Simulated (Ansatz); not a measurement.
# MoC (singlet): from Hartree-Fock to the top rungs, def2-TZVPP

An exercise on one series of results from a longer session: the logs are not shown, and one member is left open.

Method: def2-TZVPP, core rule «outside noble gas», up to 5 orbitals frozen; program: Ansatz 0.2.0, Gaussian basis.

The runs, in order: UHF; CCSD(T) on RHF; CCSD(T) on UHF; CCSDT(Q) on RHF; CCSDT(Q) on UHF.

11 further runs of the same task are left out: 7 for a known fault of the program, 4 set aside as unsound or not needed.

**The system**

The geometry is a PBE0/def2-TZVP stationary point (not a proven minimum) of the parent state, kept for this charge and spin. No spin-orbit coupling is included. Elements past krypton take def2 core potentials.

2 atoms, charge 0, spin multiplicity 1.

Atoms are counted from 1 here; the program's logs count them from 0.

Bond lengths: Mo1–C2 1.654 Å.

The first run:

in.yaml reads:

```yaml
crystal:
  periodic: [false, false, false]
  atoms:
    - {symbol: Mo, position_ang: [0.000000, 0.000000, 0.000000]}
    - {symbol: C, position_ang: [0.000000, 0.000000, 1.653600]}
basis:
  gaussian: {orbitals: def2-TZVPP}
magnetization: {spin_polarized: true, initial_magnetization: 0}
hamiltonian: {xc: hf}
output: {orbitals: {seedname: orbitals}}
```

On the command line:

```bash
$ ansatz run in.yaml --threads 1 --pin off --events-out ev --progress --plain --max-ram 4096MiB --backend cpu
```

Among the steps run: UHF; CCSD(T) on RHF; CCSD(T) on UHF; CCSDT(Q) on RHF; CCSDT(Q) on UHF.

One table of the session follows, with a row left open; its other results are not shown here.

| method | from RCCSDT(Q) (kcal/mol) |
| --- | --- |
| RHF | +239.06 |
| RMP2 | -5.01 |
| UMP2 | -17.84 |
| RCCSD | ? |
| UCCSD | +3.31 |
| RCCSD(T) | +2.36 |
| UCCSD(T) | -15.01 |
| RCCSDT | +3.07 |
| UCCSDT | -16.26 |
| RCCSDT(Q) | 0 |
| UCCSDT(Q) | -19.67 |

Q: Estimate the row for RCCSD from the others.

As computed: from RCCSDT(Q) (kcal/mol): +19.64. In the column «from RCCSDT(Q) (kcal/mol)» it lies between UCCSD (+3.31) and RHF (+239.06).

Left out of the table: UHF (another determinant or state than the rows shown).

Caveats from the session: The determinant is far from a pure spin state, so its energy mixes those of several spin states (harmless only where they are near-degenerate, as at dissociation). The program flags UCCSD(T), UCCSDT(Q) as in doubt, so those rows may rest on another solution; read them beside their warnings. Warnings: restricted reference is unstable; spin contamination; coupled cluster took another determinant than the lowest; large T1 diagnostic. Restricted and unrestricted rows rest on different reference determinants; where their highest levels disagree by more than a few hundredths of an eV, they describe different states and don't form one ladder.
